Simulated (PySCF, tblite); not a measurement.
**C₅H₁₁ClSi₂: geometry, infrared bands and NMR shifts**

What infrared bands and NMR shifts should C₅H₁₁ClSi₂ (`C=C=C([SiH3])[Si@@H](Cl)CC`) show?

Computed with tblite 0.8.0 and PySCF 2.14.0, with density-fitted response routines of our own, on a single molecule in the gas phase. Atoms are numbered from 0 throughout.

### 1 The molecule as given

19 atoms, charge 0, multiplicity 1; geometry from: force field or distance geometry start.

Bonds of the start (Å): C0–C1 1.29, C1–C2 1.33, C2–Si3 1.81, C2–Si4 1.80, Si4–Cl5 2.11, Si4–C6 1.86, C6–C7 1.51, C0–H8 1.05, C0–H9 1.06, Si3–H10 1.50, Si3–H11 1.47, Si3–H12 1.47, Si4–H13 1.48, C6–H14 1.11, C6–H15 1.14, C7–H16 1.10, C7–H17 1.12, C7–H18 1.12.

### 2 Geometry optimisation with GFN2-xTB

Job settings and geometry (Å):

```
{"job": {"kind": "relax", "xc": "GFN2-xTB", "basis": "xTB"}, "charge": 0, "multiplicity": 1}
C     -1.647400     2.217800    -0.642400
C     -1.439300     1.002600    -0.249700
C     -1.208900    -0.230000     0.179200
Si    -2.576200    -1.393300    -0.044800
Si     0.408600    -0.553100     0.906500
Cl     0.965800    -2.565600     0.604300
C      1.698400     0.578400     0.181000
C      2.869800    -0.186600    -0.383200
H     -2.060700     2.874200     0.070800
H     -1.395100     2.411800    -1.657200
H     -2.198700    -2.687600     0.609000
H     -2.851700    -1.675500    -1.465000
H     -3.801000    -0.932900     0.628400
H      0.283100    -0.290800     2.356400
H      1.275500     1.273500    -0.578800
H      2.080600     1.202300     1.049000
H      3.411200    -0.700300     0.429100
H      2.580500    -0.890700    -1.202700
H      3.595700     0.555000    -0.797200
```

On the command line:

```
> OMP_NUM_THREADS=1 python probes_run.py task.json out
```

The driver reads the jobs from task.json and runs them one after another.

**Question.** This job is followed by: GFN2-xTB harmonic vibrations, gas phase; GIAO PBE0/pcSseg-1 NMR shielding, non-relativistic, gas phase. What will the session give for the following? strongest single infrared mode (GFN2-xTB); zero-point energy (GFN2-xTB); 13C shifts against TMS (PBE0/pcSseg-1); 1H shifts against TMS (PBE0/pcSseg-1, means over atoms taken as alike); 29Si shifts against TMS (PBE0/pcSseg-1); 35Cl shifts against HCl (PBE0/pcSseg-1).

The runs gave:

| quantity | value |
| --- | --- |
| strongest single infrared mode (GFN2-xTB) | 786 cm⁻¹, 506 km/mol |
| zero-point energy (GFN2-xTB) | 84.4 kcal/mol |
| 13C shifts against TMS (PBE0/pcSseg-1) | 223.2, 80.7, 63.5, 13.0, 8.8 ppm |
| 1H shifts against TMS (PBE0/pcSseg-1, means over atoms taken as alike) | 5.29, 4.39, 4.28, 1.21, 1.12, 0.91 ppm |
| 29Si shifts against TMS (PBE0/pcSseg-1) | 1.5, -67.7 ppm |
| 35Cl shifts against HCl (PBE0/pcSseg-1) | -21 ppm |

In words: Over 202 steps the energy fell by 0.620 eV; of the close pairs, C2–Si4 changed most, 1.803 to 1.889 Å. All 51 modes are real, so the xTB geometry is a minimum. The strongest single mode, at 786 cm⁻¹, is carried by H10, H11, H12. Unscaled tight-binding wavenumbers are off by several per cent, some by more. Its intensities can rank the bands wrongly. The most deshielded carbon is C1 (central carbon of an allene), at 223.2 ppm: the central sp carbon of an allene is among the most deshielded carbons of hydrocarbons. At PBE0/pcSseg-1: Shielding is most anisotropic at C2 (span 148 ppm, paramagnetic term -165 ppm).
